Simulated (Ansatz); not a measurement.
**Al₂H₄Se: up Jacob's ladder to CCSD(T)**

An exercise on one series of results from a longer session: the logs are not shown, and one member is left open.

Program: Ansatz 0.2.0, Gaussian basis. Level of theory: functionals in def2-TZVPP, the program's frozen cores in correlated methods. These are calculated values, not measurements.

Levels to be run: LDA (SPW92), PBE-D4, revPBE-D4, BLYP-D4, r2SCAN-D4, B97M-V, PBE0-D4, B3LYP-D4, r2SCANh-D4, r2SCAN0-D4, HSE06-D4, BHLYP-D4, CAM-B3LYP-D4, LC-ωPBE, ωB97X-V, ωB97M-V, B2PLYP, PBE-QIDH; CCSD(T)/def2-SVP; CCSD(T)/def2-TZVPP; MP2/def2-QZVPP; extrapolation to the limit; RPA on PBE.

1 further run of the same task is left out (it didn't finish).

### The relaxed structure

An earlier PBE0-D4 in a triple-zeta def2 set relaxation fixed the geometry.

SMILES `[AlH2][AlH][SeH]`, 7 atoms, charge 0, spin multiplicity 1.

Atoms are counted from 1 here; the program's logs count them from 0.

Bond lengths: Al1–Al2 2.584 Å, Al1–H4 1.593 Å, Al1–H5 1.593 Å, Al2–Se3 2.331 Å, Al2–H6 1.591 Å, Se3–H7 1.469 Å. Angles: Al2–Al1–H4 121.5°, Al2–Al1–H5 121.4°, H4–Al1–H5 117.1°, Al1–Al2–Se3 117.0°, Al1–Al2–H6 127.9°, Se3–Al2–H6 115.1°, Al2–Se3–H7 93.6°.

Coordinates:

```xyz
7

Al   -1.5781    0.5396   -0.9003
Al    0.6834    0.2316    0.3103
Se    1.2807   -1.9430    0.8993
H    -1.6880    0.4761   -2.4879
H    -2.9243    0.8030   -0.0909
H     1.7370    1.3531    0.7136
H     2.5506   -1.5283    1.5104
```

The first run:

in.yaml

```yaml
crystal:
  periodic: [false, false, false]
  atoms:
    - {symbol: Al, position_ang: [-1.578054, 0.539633, -0.900264]}
    - {symbol: Al, position_ang: [0.683428, 0.231585, 0.310276]}
    - {symbol: Se, position_ang: [1.280704, -1.943041, 0.899269]}
    - {symbol: H, position_ang: [-1.688000, 0.476069, -2.487903]}
    - {symbol: H, position_ang: [-2.924342, 0.803040, -0.090881]}
    - {symbol: H, position_ang: [1.736975, 1.353112, 0.713599]}
    - {symbol: H, position_ang: [2.550590, -1.528300, 1.510404]}
basis:
  gaussian: {orbitals: def2-TZVPP}
hamiltonian: {xc: lda}
output: {orbitals: {seedname: orbitals}}
```

Among the steps run: LDA; PBE-D4 (GGA); revPBE-D4 (GGA); BLYP-D4 (GGA); r2SCAN-D4 (meta-GGA); B97M-V (meta-GGA); PBE0-D4 (hybrid); B3LYP-D4 (hybrid); r2SCANh-D4 (hybrid); r2SCAN0-D4 (hybrid); HSE06-D4 (hybrid); BHLYP-D4 (hybrid); CAM-B3LYP-D4 (range-separated); LC-ωPBE (range-separated); ωB97X-V (range-separated); ωB97M-V (range-separated); B2PLYP (double hybrid); PBE-QIDH (double hybrid).

One table of the session follows, with a row left open; its other results are not shown here.

It belongs to the step «Frontier levels by functional». 

```
  functional  HOMO (eV)  LUMO (eV)  gap (eV)
 LDA (SPW92)      -6.18      -3.27      2.92
      PBE-D4      -6.11      -3.05      3.06
   revPBE-D4      -6.08      -2.95      3.13
     BLYP-D4      -5.96      -2.89      3.07
   r2SCAN-D4      -6.34      -2.82      3.52
      B97M-V      -6.37      -3.05      3.32
     PBE0-D4      -7.13      -2.31      4.82
    B3LYP-D4      -6.94      -2.47      4.47
  r2SCANh-D4      -6.71      -2.57      4.15
  r2SCAN0-D4      -7.27      -2.19      5.08
    HSE06-D4      -6.74      -2.68      4.06
    BHLYP-D4          ?          ?         ?
CAM-B3LYP-D4      -8.35      -1.35      7.00
     LC-ωPBE      -9.63      -0.32      9.31
     ωB97X-V      -9.32      -0.42      8.90
     ωB97M-V      -9.03      -0.69      8.33
```

Estimate the missing values for BHLYP-D4.

Worked estimate for «HOMO (eV)». Against the share of exact exchange, BLYP-D4 (0, -5.96), B3LYP-D4 (0.2, -6.94) give a slope of -4.90 per unit share; at 0.5 the line stands at -8.41.

**Answer.** HOMO (eV): -8.04; LUMO (eV): -1.51; gap (eV): 6.52. In «HOMO (eV)» the line misses by -0.37.
